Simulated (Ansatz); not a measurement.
**Si₂H₈O (built from SMILES O[SiH2][SiH3].[H][H]): a reaction path by the nudged elastic band**

Aim: the minimum-energy path between two given structures and its highest point. Both ends were relaxed at PBE0-D4 in triple zeta.

Method: PBE0-D4/def2-SVP; program: Ansatz 0.2.0, Gaussian basis.

22 further runs of the same task are left out: 22 set aside as unsound or not needed.

### 1 Where the work starts

The first end: 11 atoms, charge 0, spin multiplicity 1.

Atoms are counted from 1 here; the program's logs count them from 0.

Bond lengths: Si1–Si2 2.349 Å, Si1–H3 1.484 Å, Si1–H4 1.492 Å, Si1–O5 1.654 Å, Si2–H8 1.489 Å, Si2–H9 1.488 Å, Si2–H10 1.491 Å, O5–H11 0.958 Å, H6–H7 0.747 Å. Angles: Si2–Si1–H3 111.1°, Si2–Si1–H4 108.8°, Si2–Si1–O5 111.7°, H3–Si1–H4 108.6°, H3–Si1–O5 105.4°, H4–Si1–O5 111.3°, Si1–Si2–H8 111.0°, Si1–Si2–H9 111.2°, Si1–Si2–H10 109.6°, H8–Si2–H9 108.7°, H8–Si2–H10 108.1°, H9–Si2–H10 108.1°, Si1–O5–H11 117.6°.

As a file:

```xyz
11
charge 0, multiplicity 1
Si   -0.5421   -0.8301   -0.0424
Si   -0.1208    1.4687   -0.2763
H     0.3037   -1.6247   -0.9666
H    -0.2278   -1.2357    1.3589
O    -2.1025   -1.2091   -0.4409
H     2.8410   -0.5055    0.6938
H     2.7618   -1.2394    0.5820
H     1.2504    1.8104    0.1915
H    -0.2640    1.9006   -1.6929
H    -1.0968    2.2409    0.5445
H    -2.8028   -0.7760    0.0484
```

The second end:

```xyz
11
H8OSi2
Si   -0.6899   -1.3926    0.0507
Si    1.0985    1.9848   -0.2947
H    -0.8091   -1.0643   -1.3875
H    -0.8867   -0.1620    0.8682
O    -1.8611   -2.5108    0.3569
H     1.4147    0.5644   -0.6010
H     0.6679   -1.9256    0.3466
H     1.1115    2.1866    1.1755
H     2.1250    2.8531   -0.9252
H    -0.2407    2.3217   -0.8373
H    -1.9301   -2.8553    1.2477
```

### 2 The band at PBE0-D4/def2-SVP

File neb/in.yaml:

```yaml
crystal:
  periodic: [false, false, false]
  atoms:
    - {symbol: Si, position_ang: [-0.542078, -0.830135, -0.042393]}
    - {symbol: Si, position_ang: [-0.120812, 1.468706, -0.276321]}
    - {symbol: H, position_ang: [0.303685, -1.624696, -0.966649]}
    - {symbol: H, position_ang: [-0.227775, -1.235721, 1.358923]}
    - {symbol: O, position_ang: [-2.102455, -1.209107, -0.440875]}
    - {symbol: H, position_ang: [2.841025, -0.505498, 0.693767]}
    - {symbol: H, position_ang: [2.761805, -1.239396, 0.582044]}
    - {symbol: H, position_ang: [1.250363, 1.810353, 0.191513]}
    - {symbol: H, position_ang: [-0.263998, 1.900584, -1.692938]}
    - {symbol: H, position_ang: [-1.096840, 2.240877, 0.544510]}
    - {symbol: H, position_ang: [-2.802818, -0.775967, 0.048419]}
basis:
  gaussian: {orbitals: def2-SVP}
hamiltonian: {xc: pbe0, dispersion: d4}
neb:
  images: 5
  climbing: true
  max_iterations: 40
  initial_path: idpp
  final_atoms:
    - {symbol: Si, position_ang: [-0.689895, -1.392608, 0.050695]}
    - {symbol: Si, position_ang: [1.098530, 1.984774, -0.294654]}
    - {symbol: H, position_ang: [-0.809073, -1.064349, -1.387456]}
    - {symbol: H, position_ang: [-0.886652, -0.161964, 0.868239]}
    - {symbol: O, position_ang: [-1.861127, -2.510752, 0.356947]}
    - {symbol: H, position_ang: [1.414725, 0.564410, -0.601049]}
    - {symbol: H, position_ang: [0.667913, -1.925642, 0.346574]}
    - {symbol: H, position_ang: [1.111478, 2.186575, 1.175536]}
    - {symbol: H, position_ang: [2.125047, 2.853125, -0.925217]}
    - {symbol: H, position_ang: [-0.240746, 2.321735, -0.837334]}
    - {symbol: H, position_ang: [-1.930100, -2.855303, 1.247719]}
```

Launch:

```
ansatz run in.yaml --threads 4 --pin off --events-out ev --progress --plain --max-ram 9574MiB
```

Before running it: what results should come out? Wanted: from earlier runs: barrier over the separately found saddle, CCSD(T)/def2-TZVPP.

**Answer**, as computed:

| quantity | value |
| --- | --- |
| PBE0-D4/def2-SVP, 18 iterations | highest 2.035 eV (image 3), last end -0.264 eV |
| from earlier runs: barrier over the separately found saddle, CCSD(T)/def2-TZVPP | 2.363 eV |

The highest image lies 2.035 eV above the first end, and it climbed, so it estimates the saddle. The ends are not quite minima at this level (largest force component 0.53 eV/Å), so the heights are unreliable: relaxing the first end would lower it and raise the barrier above it. The highest image is 0.329 eV below the CCSD(T) barrier in triple zeta, which comes from separate runs on the saddle.
